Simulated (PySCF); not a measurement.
# N²⁺ under other conditions

How does N²⁺ answer to another spin, charge, distance or environment?

Program: PySCF 2.14.0. Level of theory: each script names its method and basis. These are calculated values, not measurements.

2 further runs of the same task are left out: 2 that didn't finish.

## (1) The atom

N²⁺: 1 atom, charge 2, spin multiplicity 2.

## (2) The run that the others are compared with

input.py reads:

```python
from pyscf import gto, scf, mcscf

mol = gto.M(
    atom='N 0 0 0',
    basis='6-311g**',
    charge=2,
    spin=1,
    verbose=4,
)
mf = scf.ROHF(mol)
mf.kernel()
mc = mcscf.CASCI(mf, 5, 3)
mc.kernel()
mc.analyze()
mf.dip_moment()
print('orbital energies (hartree):', mf.mo_energy[..., max(0, mol.nelec[1]-3):mol.nelec[0]+3].round(4))
```

Launch:

```bash
$ python input.py
```

Its log is not repeated here.

It gives: E(SCF) = -52.808668 Eh, 7 cycles, E(CAS) − E(SCF) = -0.04274 Eh.

## (3) PCM, ε = 4.71

Variant 1 changes solvent: none (gas phase) → PCM, ε = 4.71; step after the SCF: casci → analyze.

input.py reads:

```python
from pyscf import gto, scf, solvent

mol = gto.M(
    atom='N 0 0 0',
    basis='6-311g**',
    charge=2,
    spin=1,
    verbose=4,
)
mf = scf.ROHF(mol)
mf = solvent.PCM(mf)
mf.with_solvent.eps = 4.71
mf.kernel()
mf.analyze()
print('orbital energies (hartree):', mf.mo_energy[..., max(0, mol.nelec[1]-3):mol.nelec[0]+3].round(4))
```

Launch:

```bash
$ python input.py
```

## (4) Electric field 0.05 a.u.

Variant 2 changes electric field: none → 0.05 a.u.

input.py, as its differences from that of step 2:

```diff
@@ -10,2 +10,7 @@
 mf = scf.ROHF(mol)
+field = 0.05  # electric field along z, atomic units
+h = mf.get_hcore() + field*mol.intor('int1e_r')[2]
+mf.get_hcore = lambda *args: h
+e_nuc = mol.energy_nuc() - field*mol.atom_charges() @ mol.atom_coords()[:, 2]
+mf.energy_nuc = lambda *args: e_nuc
 mf.kernel()
```

## (5) Electric field 0.2 a.u.

Variant 3 changes electric field: none → 0.2 a.u.

input.py, as its differences from that of step 2:

```diff
@@ -10,2 +10,7 @@
 mf = scf.ROHF(mol)
+field = 0.2  # electric field along z, atomic units
+h = mf.get_hcore() + field*mol.intor('int1e_r')[2]
+mf.get_hcore = lambda *args: h
+e_nuc = mol.energy_nuc() - field*mol.atom_charges() @ mol.atom_coords()[:, 2]
+mf.energy_nuc = lambda *args: e_nuc
 mf.kernel()
```

## (6) Electric field -0.01 a.u.

Variant 4 changes electric field: none → -0.01 a.u.

input.py, as its differences from that of step 2:

```diff
@@ -10,2 +10,7 @@
 mf = scf.ROHF(mol)
+field = -0.01  # electric field along z, atomic units
+h = mf.get_hcore() + field*mol.intor('int1e_r')[2]
+mf.get_hcore = lambda *args: h
+e_nuc = mol.energy_nuc() - field*mol.atom_charges() @ mol.atom_coords()[:, 2]
+mf.energy_nuc = lambda *args: e_nuc
 mf.kernel()
```

Q: Predict the outcome of this session. Wanted: for each run, E(SCF); from base; after the SCF.

**Answer**, as computed:

| run | E(SCF) (hartree) | from base (eV) | cycles | after the SCF |
| --- | --- | --- | --- | --- |
| base | -52.808668 | 0 | 7 | CASCI correlation -1.163 eV |
| PCM, ε = 4.71 | -53.257398 | -12.2106 | 7 | n/a |
| electric field 0.05 a.u. | -52.811963 | not comparable | 7 | CASCI correlation -1.232 eV |
| electric field 0.2 a.u. (poor choice) | -52.860980 | not comparable | 7 | CASCI correlation -1.129 eV |
| electric field -0.01 a.u. | -52.808800 | not comparable | 7 | CASCI correlation -1.227 eV |

What this shows: A continuum solvent with ε = 4.71 lowers the energy by 12.211 eV, a large gain because the system is charged. Rows marked «poor choice» come from settings spoiled on purpose.
